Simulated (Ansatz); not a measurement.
ZnPd₃, space group P6_3/mmc, a single point from a YAML input

With Ansatz's Python interface.

The script reads `scf.yaml`:
```yaml
crystal:
  lattice:
    - [5.498172, 0.0, 0.0]
    - [-2.749086, 4.761557, 0.0]
    - [0.0, 0.0, 4.465735]
  atoms:
    - { symbol: Zn, position: [0.333333, 0.666667, 0.75] }
    - { symbol: Zn, position: [0.666667, 0.333333, 0.25] }
    - { symbol: Pd, position: [0.168332, 0.336665, 0.25] }
    - { symbol: Pd, position: [0.663335, 0.831668, 0.25] }
    - { symbol: Pd, position: [0.168332, 0.831668, 0.25] }
    - { symbol: Pd, position: [0.831668, 0.663335, 0.75] }
    - { symbol: Pd, position: [0.336665, 0.168332, 0.75] }
    - { symbol: Pd, position: [0.831668, 0.168332, 0.75] }
kpoints:
  mp_grid: { kspacing: 0.3 }
hamiltonian:
  xc: r2scan
  hubbard: { sites: [{ species: Pd, l: d, u_eff: 6.0 }], double_counting: amf }
scf:
  occupations: { method: cold, width: 0.1 }
output:
  forces: true
  stress: true
```

Notebook, run cell by cell (the value of a cell's last expression is shown):

**Cell 1**
```python
import ansatz
import numpy as np
import pandas as pd
```

**Cell 2**
```python
result = ansatz.Session.from_deck("scf.yaml").plan(threads=1).execute()
rep = result.report
```
Output:
```text
DeckWarning: the atoms were moved onto the symmetric positions of the space group found under crystal.symmetry.tolerance 1.0e-5 (fractional; no operation is sought that the atoms, as they stand in a round, miss by more than twice it, and no atom is moved by [...]
DeckWarning: basis.ecutwfc = 500 eV, auto-derived from the records' recommended cutoffs: set by Zn (their level for a meta-GGA)
```

**Cell 3**
```python
{key: value for key, value in rep.items() if isinstance(value, (int, float)) and "ev" in key}
```
Output:
```text
{'n_hpsi_unsolved_levels': 320,
 'gap_by_band_count_ev': -0.4910677085869395,
 'fermi_energy_ev': 17.660810891057817,
 'harris_foulkes_ev': -48568.42238629282,
 'scf_correction_max_component_ev_ang': 0.0006620867408926755,
 'free_energy_ev': -48568.42238627152,
 'internal_energy_ev': -48568.41848424164,
 'lagrangian_ev': -48568.42238627152,
 'energy_sigma0_ev': -48568.4210855949,
 'lagrangian_sigma0_ev': -48568.4210855949,
 'lagrangian_above_aufbau_ev': -0.002095499068167274,
 'entropy_ts_ev': 0.003902029880235698}
```

**Cell 4**
```python
rep["free_energy_ev"]
```
Output:
```text
-48568.42238627152
```

**Cell 5**
```python
energy = rep["free_energy_ev"]
print("ZnPd3: {:.6f} eV = {:.6f} Ry = {:.6f} Ha".format(energy, energy / 13.605693, energy / 27.211386))
print("Fermi level {:.4f} eV, {} k-points, {} symmetry operations".format(rep["fermi_energy_ev"], rep["n_kpoints"], rep["n_symmetry_ops"]))
```
Output:
```text
ZnPd3: -48568.422386 eV = -3569.713236 Ry = -1784.856618 Ha
Fermi level 17.6608 eV, 15 k-points, 24 symmetry operations
```

**Cell 6**
```python
# the stress is positive in compression
stress = np.array(rep["stress_gpa"])
print(f"pressure {np.trace(stress) / 3:.3f} GPa")
print("stress tensor, GPa, positive in compression")
np.round(stress, 3) + 0.0
```
Output:
```text
pressure -0.752 GPa
stress tensor, GPa, positive in compression
array([[-0.952,  0.   ,  0.   ],
       [ 0.   , -0.952,  0.   ],
       [ 0.   ,  0.   , -0.352]])
```

**Cell 7**
```python
# forces in eV per angstrom
table = pd.DataFrame(rep["forces_ev_ang"], columns=["fx", "fy", "fz"])
table.insert(0, "atom", [site["symbol"] for site in rep["lattice"]["sites"]])
table.round(4)
```
Output:
```text
  atom      fx      fy   fz
0   Zn  0.0000 -0.0000 -0.0
1   Zn  0.0000  0.0000  0.0
2   Pd -0.0000 -0.0321  0.0
3   Pd  0.0278  0.0161  0.0
4   Pd -0.0278  0.0161  0.0
5   Pd  0.0000  0.0321 -0.0
6   Pd -0.0278 -0.0161  0.0
7   Pd  0.0278 -0.0161 -0.0
```

What to keep in mind:
- The settings weren't tested for convergence.
- The run is spin-unpolarised.
- For a metal this k-point mesh is coarse: on a finer one energies can move by several to tens of meV an atom and pressures by half a GPa or more, differences at one mesh by less.
- The zero of the levels is a convention of the potentials, so an absolute Fermi energy is no work function.
- A gap by band count of zero or less means overlapping bands, a metal.
- A Hubbard U without spin forces both spins into the same orbitals, which can open a gap or pick a state that a spin-polarised run wouldn't.
- The structure comes from a database of computed cells and needn't be a stable or known phase.
- Gaps and levels are Kohn-Sham values on a finite set of k-points, without spin-orbit coupling.
- Warnings are shown shortened and without file and line.
- Run time: 21 s on 1 thread of Arm Neoverse V2 (shared host), peak memory 0.95 GiB.

(Lines on the test bed's own set-up are left out of the output.)
